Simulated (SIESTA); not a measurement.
Bi2Te3 (Tellurobismuthite):

```
CELL_PARAMETERS angstrom
2.19300 1.26613 10.16567
-2.19300 1.26613 10.16567
0.00000 -2.53226 10.16567
ATOMIC_POSITIONS crystal
Bi 0.60000 0.60000 0.60000
Bi 0.40000 0.40000 0.40000
Te 0.79050 0.79050 0.79050
Te 0.20950 0.20950 0.20950
Te 0.00000 0.00000 0.00000
```

| Property | Result |
| --- | --- |
| Program | SIESTA 5.4.2 |
| Task | single point |
| Functional | PBEsol |
| Potentials or basis | PseudoDojo 0.4 standard (PBEsol files) |
| Basis | DZP (energy shift 0.003 Ry; two zetas on semicore shells) |
| Grid cutoff | 500 Ry |
| Energy shift | 0.003 Ry |
| k mesh | 7 × 7 × 7 |
| Occupations | fermi-dirac, width 0.05 eV |
| Spin | no spin polarisation |

On this cell: pressure 0.2 GPa; largest force 0.117 eV/Å; band gap on the k mesh 0.23 eV, direct.

The same run follows on a disturbed copy (atoms moved at random, drawn with an rms of 0.05 Å):

```
CELL_PARAMETERS angstrom
2.19300 1.26613 10.16567
-2.19300 1.26613 10.16567
0.00000 -2.53226 10.16567
ATOMIC_POSITIONS crystal
Bi 0.60539 0.60196 0.59344
Bi 0.39953 0.40382 0.39703
Te 0.79470 0.78516 0.79255
Te 0.21166 0.20856 0.20612
Te 0.00364 0.00338 0.99384
```

What changes?

The energy moves by +0.3 meV/atom; pressure 0.0 GPa; largest force 0.146 eV/Å; band gap on the k mesh 0.24 eV, direct.

Forces in eV/Å, atoms in the order of the input:
```
Bi  -0.025 -0.031 -0.031
Bi   0.084 -0.029 -0.076
Te  -0.103  0.076  0.071
Te   0.017  0.037  0.063
Te   0.027 -0.053 -0.027
```

Stress tensor (GPa, compression positive):
```
 0.12  0.08 -0.13
 0.08  0.20  0.07
-0.13  0.07 -0.28
```

Caveats: spin-orbit coupling is left out, which as a rule narrows the gap of such compounds by several tenths of an eV; an odd mesh through Γ misses points on the zone boundary, where band edges often lie; the basis of atomic orbitals isn't converged, which shifts pressures, moduli and gaps.
